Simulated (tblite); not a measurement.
# FGeH6N: the cost of one run

Computed with tblite 0.8.0 and PySCF 2.14.0; each step states its level. No surroundings beyond the atoms listed, unless a continuum is named. Atoms count from 0, parts from 1.

## 1. Starting point

9 atoms, charge 0, multiplicity 1; geometry: rigid parts in contact. Parts: 1 = atoms 0–4, `[F][GeH3]`, charge 0; 2 = atoms 5–8, `N`, charge 0.

## 2. Bringing the parts together with GFN2-xTB

What the job is given:

```
{"job": {"kind": "dock", "xc": "GFN2-xTB", "basis": "xTB"}, "charge": 0, "multiplicity": 1, "parts": [{"atoms": "0-4", "charge": 0, "multiplicity": 1}, {"atoms": "5-8", "charge": 0, "multiplicity": 1}]}
Ge    -0.134680     0.010585    -0.032385
F      1.547509    -0.124485     0.368362
H     -0.382615    -1.180695    -0.897626
H     -0.219019     1.324994    -0.736321
H     -0.811195    -0.030399     1.297970
N      0.942590     3.152523    -0.802075
H      1.752816     3.707015    -1.050464
H      0.935422     3.053715     0.205831
H      0.118201     3.678843    -1.064654
```

Method: GFN2-xTB search for minima from random contacts, gas phase.

Run with:

```bash
$ OMP_NUM_THREADS=1 python cluster_run.py task.json out
```

The driver reads the jobs from task.json and runs them one after another.

**Question.** How long does this first job take on 1 thread of Arm Neoverse V1, shared host?

About 7.5 s.
